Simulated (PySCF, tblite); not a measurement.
**C₄H₁₂FNSi₂: geometry, infrared bands and NMR shifts**

What infrared bands and NMR shifts should C₄H₁₂FNSi₂ (`C[Si@@H](N[SiH3])C1(F)CC1`) show?

The runs use tblite 0.8.0 and PySCF 2.14.0, with density-fitted response routines of our own; the level of theory stands in each step. All values are computed, except where a source is named. Atoms are numbered from 0 throughout.

## 1. Starting geometry

20 atoms, charge 0, multiplicity 1; geometry from: force field or distance geometry start.

Bonds of the start (Å): C0–Si1 1.86, Si1–N2 1.73, N2–Si3 1.72, Si1–C4 1.87, C4–F5 1.38, C4–C6 1.50, C6–C7 1.51, C7–C4 1.50, C0–H8 1.10, C0–H9 1.11, C0–H10 1.10, Si1–H11 1.48, N2–H12 1.03, Si3–H13 1.47, Si3–H14 1.47, Si3–H15 1.47, C6–H16 1.11, C6–H17 1.10, C7–H18 1.10, C7–H19 1.11.

## 2. Geometry optimisation with GFN2-xTB

What the job is given:

```
{"job": {"kind": "relax", "xc": "GFN2-xTB", "basis": "xTB"}, "charge": 0, "multiplicity": 1}
C      0.803700    -1.640100    -0.592900
Si     0.172600    -0.094700     0.236500
N      1.258600     1.255000     0.167000
Si     2.959100     0.994800     0.256300
C     -1.424500     0.379300    -0.602000
F     -1.369800     1.188900    -1.720900
C     -2.470500    -0.693400    -0.597300
C     -2.653000     0.542800     0.246700
H     -0.011600    -2.096200    -1.180000
H      1.207800    -2.358300     0.145700
H      1.595300    -1.347900    -1.300600
H     -0.152200    -0.375400     1.653400
H      0.887100     2.182900    -0.061300
H      3.479800    -0.098100    -0.577200
H      3.358100     0.713600     1.645500
H      3.652600     2.224900    -0.137600
H     -2.209200    -1.652200    -0.098400
H     -3.104500    -0.808100    -1.491400
H     -3.392900     1.252800    -0.159200
H     -2.591800     0.439900     1.345400
```

Command:

```
OMP_NUM_THREADS=1 python probes_run.py task.json out
```

This one command runs all jobs of the session in turn.

**Question.** This job is followed by: GFN2-xTB harmonic vibrations, gas phase; GIAO PBE0/pcSseg-1 NMR shielding, non-relativistic, gas phase. Predict these results of the whole session: strongest single infrared mode (GFN2-xTB); zero-point energy (GFN2-xTB); 13C shifts against TMS (PBE0/pcSseg-1); 1H shifts against TMS (PBE0/pcSseg-1, means over atoms taken as alike); 29Si shifts against TMS (PBE0/pcSseg-1); 15N shifts against NH3 (PBE0/pcSseg-1); 19F shifts against CFCl3 (PBE0/pcSseg-1); surface potential, 1st and 99th percentile.

As calculated:

```
                                                              quantity                                               value
                             strongest single infrared mode (GFN2-xTB)                               2208 cm⁻¹, 448 km/mol
                                          zero-point energy (GFN2-xTB)                                       92.3 kcal/mol
                                13C shifts against TMS (PBE0/pcSseg-1)                          72.0, 13.4, 10.1, -0.8 ppm
1H shifts against TMS (PBE0/pcSseg-1, means over atoms taken as alike)  4.81, 4.59, 1.15, 1.13, 0.51, 0.44, 0.35, 0.25 ppm
                               29Si shifts against TMS (PBE0/pcSseg-1)                                     -8.8, -58.0 ppm
                                15N shifts against NH3 (PBE0/pcSseg-1)                                            -0.3 ppm
                              19F shifts against CFCl3 (PBE0/pcSseg-1)                                          -245.4 ppm
                                 surface potential, 1st and 99th percentile                                  -0.92 V and 1.27 V
```

The optimisation took 115 steps and gained 0.323 eV; among the close pairs (by a distance rule), C0–Si1 changed most, from 1.864 to 1.898 Å. All 54 modes are real, so the xTB geometry is a minimum. The strongest single mode, at 2208 cm⁻¹, moves mainly H13. Unscaled tight-binding wavenumbers are off by several per cent, some by more. Its intensities can rank the bands wrongly. At PBE0/pcSseg-1: Shielding is most anisotropic at C4 (span 148 ppm, paramagnetic term -133 ppm).
